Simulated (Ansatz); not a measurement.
# C2H6MoOS2: up Jacob's ladder to CCSD(T)

The task here is to estimate one member of a computed series from the others.

Method: functionals in def2-TZVPP, the program's frozen cores in correlated methods; program: Ansatz 0.2.0, Gaussian basis.

Levels to be run: LDA (SPW92), PBE-D4, revPBE-D4, BLYP-D4, r2SCAN-D4, B97M-V, PBE0-D4, B3LYP-D4, r2SCANh-D4, r2SCAN0-D4, HSE06-D4, BHLYP-D4, CAM-B3LYP-D4, LC-ωPBE, ωB97X-V, ωB97M-V, B2PLYP, PBE-QIDH; CCSD(T)/def2-SVP; MP2/def2-TZVPP; MP2/def2-QZVPP; RPA on PBE.

1 further run of the same task is left out (for a known fault of the program). Runs told in other sessions of the task aren't counted.

**The relaxed structure**

The geometry comes from an earlier relaxation with PBE0-D4 in a triple-zeta def2 set; it is a stationary point, not always the lowest conformer. Mo takes the def2 core potential; no spin-orbit term is included.

SMILES `C[O][Mo]([CH3])(=[S])=[S]`, 12 atoms, charge 0, spin multiplicity 1.

Atoms are counted from 1 here; the program's logs count them from 0.

Bond lengths: C1–O2 1.405 Å, C1–H7 1.093 Å, C1–H8 1.093 Å, C1–H9 1.093 Å, O2–Mo3 1.829 Å, Mo3–C4 2.091 Å, Mo3–S5 2.104 Å, Mo3–S6 2.099 Å, C4–H10 1.091 Å, C4–H11 1.093 Å, C4–H12 1.094 Å. Angles: O2–C1–H7 108.4°, O2–C1–H8 110.8°, O2–C1–H9 109.4°, H7–C1–H8 109.6°, H7–C1–H9 109.0°, H8–C1–H9 109.6°, C1–O2–Mo3 141.6°, O2–Mo3–C4 108.2°, O2–Mo3–S5 113.3°, O2–Mo3–S6 113.0°, C4–Mo3–S5 105.1°, C4–Mo3–S6 105.4°, S5–Mo3–S6 111.0°, Mo3–C4–H10 110.9°, Mo3–C4–H11 108.5°, Mo3–C4–H12 107.9°, H10–C4–H11 109.6°, H10–C4–H12 109.5° and more.

As a file:

```xyz
12

C    -0.83400   -0.60340    2.09753
O     0.07835   -0.19684    1.10950
Mo    0.20005    0.85369   -0.38254
C     0.87426   -0.33475   -1.96601
S     1.62513    2.39087   -0.20518
S    -1.65453    1.61343   -1.00585
H    -0.64957   -1.65612    2.32458
H    -1.86347   -0.47803    1.75176
H    -0.67614   -0.01128    3.00250
H     0.97241    0.25248   -2.88002
H     0.15432   -1.14225   -2.12432
H     1.85008   -0.74290   -1.68805
```

Set-up of the first run:

Input file in.yaml:

```yaml
crystal:
  periodic: [false, false, false]
  atoms:
    - {symbol: C, position_ang: [-0.834001, -0.603396, 2.097526]}
    - {symbol: O, position_ang: [0.078354, -0.196835, 1.109498]}
    - {symbol: Mo, position_ang: [0.200046, 0.853691, -0.382544]}
    - {symbol: C, position_ang: [0.874258, -0.334745, -1.966005]}
    - {symbol: S, position_ang: [1.625132, 2.390875, -0.205179]}
    - {symbol: S, position_ang: [-1.654526, 1.613425, -1.005853]}
    - {symbol: H, position_ang: [-0.649570, -1.656122, 2.324582]}
    - {symbol: H, position_ang: [-1.863469, -0.478032, 1.751758]}
    - {symbol: H, position_ang: [-0.676137, -0.011285, 3.002502]}
    - {symbol: H, position_ang: [0.972409, 0.252475, -2.880021]}
    - {symbol: H, position_ang: [0.154325, -1.142254, -2.124319]}
    - {symbol: H, position_ang: [1.850077, -0.742898, -1.688045]}
basis:
  gaussian: {orbitals: def2-TZVPP}
hamiltonian: {xc: lda}
output: {orbitals: {seedname: orbitals}}
```

Launch:

```
$ ansatz run in.yaml --threads 4 --pin off --events-out ev --progress --plain --max-ram 11315MiB
```

Among the steps run: LDA; PBE-D4 (GGA); revPBE-D4 (GGA); BLYP-D4 (GGA); r2SCAN-D4 (meta-GGA); B97M-V (meta-GGA); PBE0-D4 (hybrid); B3LYP-D4 (hybrid); r2SCANh-D4 (hybrid); r2SCAN0-D4 (hybrid); HSE06-D4 (hybrid); BHLYP-D4 (hybrid); CAM-B3LYP-D4 (range-separated); LC-ωPBE (range-separated); ωB97X-V (range-separated); ωB97M-V (range-separated); B2PLYP (double hybrid); PBE-QIDH (double hybrid).

One of the session's tables, all rows but one given; the rest of the session is left out.

It belongs to the step «Frontier levels by functional». 

| functional | HOMO (eV) | LUMO (eV) | gap (eV) |
| --- | --- | --- | --- |
| LDA (SPW92) | -6.10 | -3.65 | 2.45 |
| PBE-D4 | -5.96 | -3.48 | 2.48 |
| revPBE-D4 | -5.91 | -3.42 | 2.49 |
| BLYP-D4 | -5.78 | -3.34 | 2.44 |
| r2SCAN-D4 | -6.22 | -3.47 | 2.75 |
| B97M-V | -6.28 | -3.43 | 2.84 |
| PBE0-D4 | -7.05 | -2.79 | 4.26 |
| B3LYP-D4 | -6.81 | -2.95 | 3.87 |
| r2SCANh-D4 | -6.61 | -3.20 | 3.42 |
| r2SCAN0-D4 | -7.22 | -2.78 | 4.44 |
| HSE06-D4 | -6.66 | -3.16 | 3.50 |
| BHLYP-D4 | -7.97 | -1.92 | 6.06 |
| CAM-B3LYP-D4 | -8.22 | -1.74 | 6.48 |
| LC-ωPBE | -9.50 | -0.77 | 8.73 |
| ωB97X-V | ? | ? | ? |
| ωB97M-V | -9.03 | -0.79 | 8.24 |

Q: Estimate the row for ωB97X-V from the others.

**Answer.** HOMO (eV): -9.18; LUMO (eV): -0.80; gap (eV): 8.38. In the column «HOMO (eV)» it lies between LC-ωPBE (-9.50) and ωB97M-V (-9.03).
